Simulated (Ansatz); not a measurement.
# C10H8O: the cost of one run

The runs use Ansatz 0.2.0, Gaussian basis; the settings change from run to run.

### Step 1. The geometry

An earlier PBE0-D4 in a triple-zeta def2 set relaxation fixed the geometry.

SMILES `Oc1cccc2ccccc12`, 19 atoms, charge 0, spin multiplicity 1.

Atoms are counted from 1 here; the program's logs count them from 0.

Bond lengths: O1–C2 1.354 Å, O1–H12 0.960 Å, C2–C3 1.371 Å, C2–C11 1.421 Å, C3–C4 1.402 Å, C3–H13 1.083 Å, C4–C5 1.367 Å, C4–H14 1.084 Å, C5–C6 1.410 Å, C5–H15 1.084 Å, C6–C7 1.412 Å, C6–C11 1.424 Å, C7–C8 1.367 Å, C7–H16 1.085 Å, C8–C9 1.406 Å, C8–H17 1.084 Å, C9–C10 1.368 Å, C9–H18 1.084 Å and more. Angles: C2–O1–H12 109.8°, O1–C2–C3 117.6°, O1–C2–C11 121.8°, C3–C2–C11 120.6°, C2–C3–C4 120.3°, C2–C3–H13 118.7°, C4–C3–H13 121.0°, C3–C4–C5 120.9°, C3–C4–H14 118.9°, C5–C4–H14 120.1°, C4–C5–C6 120.0°, C4–C5–H15 120.9°, C6–C5–H15 119.0°, C5–C6–C7 121.6°, C5–C6–C11 119.8°, C7–C6–C11 118.6°, C6–C7–C8 121.3°, C6–C7–H16 118.3° and more.

### Step 2. PBEsol/6-31++G**

Set apart from the defaults: D4 dispersion, high accuracy.

The input, in.yaml:

```yaml
crystal:
  periodic: [false, false, false]
  atoms:
    - {symbol: O, position_ang: [2.868147, 0.243157, 0.016063]}
    - {symbol: C, position_ang: [1.634120, 0.142010, -0.530740]}
    - {symbol: C, position_ang: [1.542825, 0.143015, -1.898529]}
    - {symbol: C, position_ang: [0.292349, 0.039964, -2.524973]}
    - {symbol: C, position_ang: [-0.855667, -0.065652, -1.789913]}
    - {symbol: C, position_ang: [-0.794029, -0.067549, -0.381198]}
    - {symbol: C, position_ang: [-1.958993, -0.173826, 0.409972]}
    - {symbol: C, position_ang: [-1.893473, -0.171234, 1.775044]}
    - {symbol: C, position_ang: [-0.648970, -0.058657, 2.419710]}
    - {symbol: C, position_ang: [0.499319, 0.045462, 1.683678]}
    - {symbol: C, position_ang: [0.465917, 0.041289, 0.272295]}
    - {symbol: H, position_ang: [2.805588, 0.186410, 0.972580]}
    - {symbol: H, position_ang: [2.453087, 0.222197, -2.480111]}
    - {symbol: H, position_ang: [0.246247, 0.042426, -3.607958]}
    - {symbol: H, position_ang: [-1.821823, -0.148087, -2.274194]}
    - {symbol: H, position_ang: [-2.916489, -0.257741, -0.093009]}
    - {symbol: H, position_ang: [-2.798938, -0.253711, 2.364897]}
    - {symbol: H, position_ang: [-0.600247, -0.052479, 3.502191]}
    - {symbol: H, position_ang: [1.439128, 0.138608, 2.220594]}
basis:
  gaussian: {orbitals: "6-31++G**"}
hamiltonian: {xc: {name: PBEsol}, dispersion: d4}
accuracy: high
```

On the command line:

```console
ansatz run in.yaml --threads 4 --pin off --events-out ev --progress --plain --max-ram 41984MiB --backend cpu
```

Q: Estimate wall time and peak memory on 4 threads of AMD EPYC 7R13, shared host.

About 17 s, with a peak of 1.9 GiB.
